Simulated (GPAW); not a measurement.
A run of GPAW 26.7.0 is set up as follows.

Contents of run.py:

```python
from ase import Atoms
from ase.eos import EquationOfState
from ase.io import Trajectory
from ase.units import GPa
from gpaw import GPAW, PW, setup_paths

setup_paths.insert(0, '.')

atoms = Atoms(['Ta', 'Ti', 'Ti', 'Ti'],
              cell=[[4.133054, 0.0, 0.0],
                    [0.0, 4.133054, 0.0],
                    [0.0, 0.0, 4.133054]],
              scaled_positions=[[0.0, 0.0, 0.0],
                                [0.5, 0.5, 0.0],
                                [0.5, 0.0, 0.5],
                                [0.0, 0.5, 0.5]],
              pbc=True)

traj = Trajectory('eos.traj', 'w')
volumes, energies = [], []
for x in [0.94, 0.96, 0.98, 1.0, 1.02, 1.04, 1.06]:
    a = atoms.copy()
    a.set_cell(atoms.cell * x**(1 / 3), scale_atoms=True)
    calc = GPAW(mode=PW(600),
                xc='PBEsol',
                kpts={'size': (7, 7, 7), 'gamma': True},
                occupations={'name': 'fermi-dirac', 'width': 0.05},
                nbands=45,
                convergence={'density': 1e-05, 'energy': 1e-05},
                maxiter=150,
                txt=f'eos-{x:.2f}.txt')
    a.calc = calc
    energies.append(a.get_potential_energy(force_consistent=True))
    volumes.append(a.get_volume())
    p = -a.get_stress()[:3].mean() / GPa
    calc.write(f'eos-{x:.2f}.gpw')
    traj.write(a)
    print(f'{x:.2f} {volumes[-1]:10.4f} A^3 {energies[-1]:14.6f} eV {p:9.3f} GPa', flush=True)

v0, e0, B = EquationOfState(volumes, energies, eos='birchmurnaghan').fit()
print(f'V0 = {v0:.4f} A^3, E0 = {e0:.6f} eV, B0 = {B / GPa:.2f} GPa')
```

Potentials or basis: PAW data sets generated in the run's folder for this functional, pw.

Launch:

```sh
$ gpaw-setup -f PBEsol Ta Ti
$ OMP_NUM_THREADS=1 python run.py
```

**Question.** Predict the pressure derivative of the bulk modulus.

**Answer.** 3.5.

**Question.** What does it give for the bulk modulus?

**Answer.** 136 GPa.

**Question.** Predict the equilibrium volume.

**Answer.** 17.05 Å³/atom.

Energy against volume, from the lowest point:
```tsv
volume (Å³/atom)	energy (meV/atom)
16.591	5.10
16.944	0.00
17.297	1.19
17.650	8.31
18.003	20.64
18.356	37.83
18.709	59.44
```

Spin-orbit coupling is left out, which matters for the levels of Ta.
